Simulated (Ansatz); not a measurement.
# Li₃Al₂, space group R-3m: an equation of state with a fit

Program: Ansatz 0.2.0, Python API.

Notebook, run cell by cell (the value of a cell's last expression is shown):

```python
import ansatz
from ase.eos import EquationOfState
from ase.units import GPa
import numpy as np

vectors0 = np.array([
    [2.216947, 1.279955, 4.706365],
    [-2.216947, 1.279955, 4.706365],
    [0.0, -2.55991, 4.706365],
])
sites = [
    ("Li", (0.59779, 0.59779, 0.59779)),
    ("Li", (0.40221, 0.40221, 0.40221)),
    ("Li", (0.0, 0.0, 0.0)),
    ("Al", (0.196352, 0.196352, 0.196352)),
    ("Al", (0.803648, 0.803648, 0.803648)),
]


def build(cell):
    crystal = ansatz.Crystal(lattice=ansatz.Lattice.of(cell))
    for symbol, position in sites:
        crystal = crystal.atom(symbol, position)
    return crystal

# uniform scaling of the cell
volumes, energies, pressures = [], [], []
for scale in np.linspace(0.9, 1.1, 9):
    cell = vectors0 * scale ** (1 / 3)
    job = (
        build(cell).calculation()
        .scf(tolerance=1e-08)
        .occupations("fermi_dirac", width=0.1)
        .basis(500)
        .accuracy("medium")
        .functional("r2scan")
        .kpoints(6, 6, 6)
        .stress()
    )
    summary = job.run(threads=1, pin="off").report
    volumes.append(abs(np.linalg.det(cell)) / len(sites))
    energies.append(summary["free_energy_ev"] / len(sites))
    pressures.append(np.trace(summary["stress_gpa"]) / 3)
    print(f"V = {volumes[-1]:8.4f} A^3/atom  F = {energies[-1]:.5f} eV/atom  P = {pressures[-1]:8.3f} GPa")
```

    DeckWarning: output.stress: scf.convergence.dr2_threshold = 1e-8 eV is looser than the 5e-10 eV advised for a printed stress (1e-10 eV for each atom of the cell: 5). What an SCF threshold leaves in a stress goes as its square root, and in the free energy as the threshold itself, and one threshold admits the most on a small cell: of the crystals measured, under no hybrid functional and no lock of [...]
    V =  14.4231 A^3/atom  F = -339.40925 eV/atom  P =    5.959 GPa
    V =  14.8238 A^3/atom  F = -339.42203 eV/atom  P =    4.299 GPa
    V =  15.2244 A^3/atom  F = -339.43091 eV/atom  P =    2.831 GPa
    V =  15.6251 A^3/atom  F = -339.43633 eV/atom  P =    1.530 GPa
    V =  16.0257 A^3/atom  F = -339.43869 eV/atom  P =    0.379 GPa
    V =  16.4263 A^3/atom  F = -339.43834 eV/atom  P =   -0.642 GPa
    V =  16.8270 A^3/atom  F = -339.43558 eV/atom  P =   -1.547 GPa
    V =  17.2276 A^3/atom  F = -339.43069 eV/atom  P =   -2.348 GPa
    V =  17.6283 A^3/atom  F = -339.42391 eV/atom  P =   -3.057 GPa

```python
eos = EquationOfState(volumes, energies, eos="vinet")
v0, e0, bulk = eos.fit()
print(f"V0 = {v0:.4f} A^3/atom, E0 = {e0:.5f} eV/atom, B = {bulk / GPa:.1f} GPa")
eos.plot("eos.png")
```

    V0 = 16.1687 A^3/atom, E0 = -339.43886 eV/atom, B = 41.9 GPa
    <Axes: title={'center': 'vinet: E: -339.439 eV, V: 16.169 Å$^3$, B: 41.898 GPa'}, xlabel='volume [Å$^3$]', ylabel='energy [eV]'>

A third-order Birch-Murnaghan fit through the 9 points (the script's own form differs a little) has its minimum at 16.17 Å³ an atom, 0.9 % above the typed cell, with a bulk modulus of 42 GPa and dB/dP = 3.9. From that minimum the energy rises by 29.6 meV an atom on the compressed side and 14.9 meV on the expanded side.

Notes:
- The settings weren't tested for convergence.
- Shape and fractional positions are held along the curve, so the bulk modulus is an upper value where they are free to relax.
- The mesh is modest for a metal, so energies can be off by several to tens of meV an atom and pressures by half a GPa or more; differences at equal mesh fare better.
- Pressure is positive in compression.
- The structure comes from a database of computed cells and needn't be a stable or known phase.
- Warnings are shown shortened and without file and line.
- Finished in 64 s on 1 thread of Arm Neoverse V1 (shared host), peak memory 0.83 GiB.
